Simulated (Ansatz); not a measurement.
**Two structures of Mg: comparison of enthalpies under pressure in Python**

The task here is to estimate one member of a computed series from the others.

All numbers are computed with Ansatz 0.2.0 through its Python package. Level of theory: DFT PBEsol, plane waves, PAW.

### The structure

Mg Im-3m: Symmetry: Im-3m, No. 229, cubic system. Conventional cell: a = 3.600 Å, b = 3.600 Å, c = 3.600 Å, α = 90.00°, β = 90.00°, γ = 90.00°. Around Mg (site symmetry m-3m) lie 8 Mg at 3.12 Å.

Mg Fd-3m: The structure is cubic, space group Fd-3m (No. 227). The conventional cell has a = 6.230 Å, b = 6.230 Å, c = 6.230 Å, α = 90.00°, β = 90.00°, γ = 90.00°. Mg (site symmetry -43m) has 4 Mg at 2.70 Å as nearest neighbours.

No structure file is read: the coordinates are typed or built in the script.

The first run:

Contents of transition.py:

```python
import logging
import sys
import warnings

import ansatz as az
import numpy as np
import pandas as pd

logging.basicConfig(stream=sys.stdout, format="%(levelname)s:%(name)s:%(message)s")
log = logging.getLogger("ansatz_job")
log.setLevel(logging.INFO)


def bcc(first, a):
    return (
        az.Lattice.bcc(a)
        .space_group(229)
        .atom(first, (0, 0, 0))
        .primitive()
    )


def diamond(first, a):
    return (
        az.Lattice.fcc(a)
        .space_group(227, origin_choice=1)
        .atom(first, (0, 0, 0))
        .primitive()
    )


def ground_state(name, crystal, pressure=0.0):
    calc = (
        crystal.calculation()
        .functional("pbesol")
        .scf(tolerance=1e-09)
        .basis(500)
        .kpoints(spacing=0.27)
        .occupations("fermi_dirac", width=0.1)
    )
    calc = calc.relax(force_tolerance=0.01, cell=True, pressure=pressure)
    return calc.run(threads=1)


def volume_per_atom(outcome):
    return abs(np.linalg.det(outcome.lattice.cell_ang)) / len(outcome.lattice.sites)

warnings.simplefilter("ignore", az.DeckWarning)

phases = {}
phases["bcc"] = bcc("Mg", 3.6)
phases["diamond"] = diamond("Mg", 6.23)

pressures = [0, 20, 40, 60]
enthalpy, volume = {name: [] for name in phases}, {name: [] for name in phases}
for p in pressures:
    for name, crystal in phases.items():
        o = ground_state(name, crystal, pressure=p)
        volume[name].append(volume_per_atom(o))
        enthalpy[name].append(o.report["energy_sigma0_ev"] / len(o.lattice.sites) + p * volume[name][-1] / 160.21766)
gap = np.array(enthalpy["diamond"]) - np.array(enthalpy["bcc"])
rows = [(p, va, vb, 1000 * d) for p, va, vb, d in zip(pressures, volume["bcc"], volume["diamond"], gap)]
print(pd.DataFrame(rows, columns=["P (GPa)", "V bcc (A^3/atom)", "V diamond (A^3/atom)", "H(diamond) - H(bcc) (meV/atom)"]).round(4).to_string(index=False))
crossings = [p0 - g0 * (p1 - p0) / (g1 - g0) for p0, p1, g0, g1 in zip(pressures, pressures[1:], gap, gap[1:]) if g0 * g1 < 0]
print("crossing near", [round(float(p), 1) for p in crossings], "GPa") if crossings else print("no crossing in this range")
```

The run is started by

```bash
$ python transition.py
```

Among the steps run: Running it.

One of the session's tables, all rows but one given; the rest of the session is left out.

Enthalpy H = E + pV of the second structure less the first:

```
pressure (GPa)  ΔH (meV/atom)
             0          803.0
            20         1867.1
            40              ?
            60         2779.9
```

Estimate the missing values for pressure (GPa) = 40.

Worked estimate for «ΔH (meV/atom)». A straight line through the neighbours (20, 1867.1) and (60, 2779.9) gives 1867.1 + (2779.9 − 1867.1) × (40 − 20) / (60 − 20) = 2323.5; a parabola fitted to 3 rows on both sides gives 2526.1.

As computed: ΔH (meV/atom): 2406.2. In «ΔH (meV/atom)» the line misses by -82.7 and the parabola by +119.9.

Caveats from the session: Caveats:
- At a fixed pressure a relaxation lowers the enthalpy F + PV, while F alone can rise.
- For the metals among these cells the mesh is coarse, so their volumes and pressures are rough.
- The program warned that this SCF threshold is loose for forces or stresses.
- Only these two structures are compared, at zero temperature and with their symmetry kept; either may be hypothetical, and another phase may be lower than both. Warnings in the runs' records: stress scf threshold loose.
